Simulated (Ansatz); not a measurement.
# F2HInO: the cost of one run

The runs use Ansatz 0.2.0, Gaussian basis; the settings change from run to run.

2 further runs of the same task are left out: 2 for a known fault of the program.

**1. The molecule**

The structure was relaxed beforehand with PBE0-D4 in a triple-zeta def2 set. In takes a core potential in def2 sets; no spin-orbit term is included.

SMILES `[OH][In]([F])[F]`, 5 atoms, charge 0, spin multiplicity 1.

Atoms are counted from 1 here; the program's logs count them from 0.

Bond lengths: O1–In2 1.954 Å, O1–H5 0.962 Å, In2–F3 1.922 Å, In2–F4 1.935 Å. Angles: In2–O1–H5 111.3°, O1–In2–F3 123.4°, O1–In2–F4 121.1°, F3–In2–F4 115.5°.

**2. wB97M-V/ANO-RCC-VTZP**

The input, in.yaml:

```yaml
crystal:
  periodic: [false, false, false]
  atoms:
    - {symbol: O, position_ang: [-0.018626, 1.509460, 0.063232]}
    - {symbol: In, position_ang: [0.213267, -0.430275, 0.116046]}
    - {symbol: F, position_ang: [1.617948, -1.301698, 1.096784]}
    - {symbol: F, position_ang: [-0.987965, -1.608062, -0.839309]}
    - {symbol: H, position_ang: [-0.774623, 1.756874, -0.478152]}
basis:
  gaussian: {orbitals: ANO-RCC-VTZP}
hamiltonian: {xc: {name: wB97M-V}}
output: {forces: true}
```

The run is started by

```
> ansatz run in.yaml --threads 4 --pin off --events-out ev --progress --plain --max-ram 10444MiB
```

**Question.** How long does this run take on 4 threads of Arm Neoverse V1, shared host, and how much memory does it need?

About 14 s, with a peak of 0.73 GiB.
